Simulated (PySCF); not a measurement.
# A diatomic session: CaSb

The task here is to estimate one member of a computed series from the others.

Method: Ca x2c-SVPall, Sb x2c-SVPall, spin-free X2C with a Gaussian nucleus; program: PySCF 2.14.0.

Set-up of the first run:

The job is set up so:

```yaml
atoms: Ca, Sb
charge: 0
basis: Ca x2c-SVPall, Sb x2c-SVPall
Hamiltonian: spin-free X2C with a Gaussian nucleus
basis_functions: 60
electrons_treated: 71
masses_in_u: 39.9626, 120.9038
levels: PBE0, PBE, r²SCAN, M06-L, r²SCANh, BHandHLYP, HF, MP2, SCS-MP2, CCSD, CCSD(T)
grid: 80 radial by 434 angular points
occupations: held fixed by the projection of orbital angular momentum
dissociation_limit: Ca + Sb, each in its ground configuration
starting_distance_in_angstrom: 2.955
values_of_2S_to_try: 1, 3
```

Run with:

```
$ OMP_NUM_THREADS=1 python dia.py task.json out
```

Among the steps run: Input; The PBE0 curve of the state that the search chose; Excited determinants; PBE; r²SCAN; M06-L; r²SCANh (hybrid meta-GGA); BHandHLYP; UHF (mean field); Adding correlation.

One table of the session follows, with a row left open; its other results are not shown here.

It belongs to the step «Constants by level of theory». 

| level | Re (Å) | ωe (cm⁻¹) | De (eV) |
| --- | --- | --- | --- |
| UHF | 3.178 | 173.1 | 0.448 |
| UHF-MP2 | 3.180 | 162.4 | 0.421 |
| UHF-SCS-MP2 | 3.198 | 158.1 | 0.346 |
| UHF-CCSD | 3.216 | 149.0 | 0.384 |
| UHF-CCSD(T) | 3.221 | 148.4 | 0.423 |
| PBE | 3.077 | 178.0 | 1.16 |
| r²SCAN | 3.081 | 184.6 | 1.26 |
| M06-L | 3.109 | 177.5 | 1.01 |
| r²SCANh | ? | ? | ? |
| PBE0 | 3.081 | 181.2 | 1.07 |
| BHandHLYP | 3.108 | 178.0 | 0.87 |

Q: Estimate the row for r²SCANh from the others.

As computed: Re (Å): 3.083; ωe (cm⁻¹): 184.4; De (eV): 1.22. In the column «Re (Å)» it lies between PBE0 (3.081) and BHandHLYP (3.108).

De is counted to Ca + Sb in their ground configurations.

To keep in mind: At some levels the lowest empty orbital lies below the highest filled one (the two can be of opposite spin).
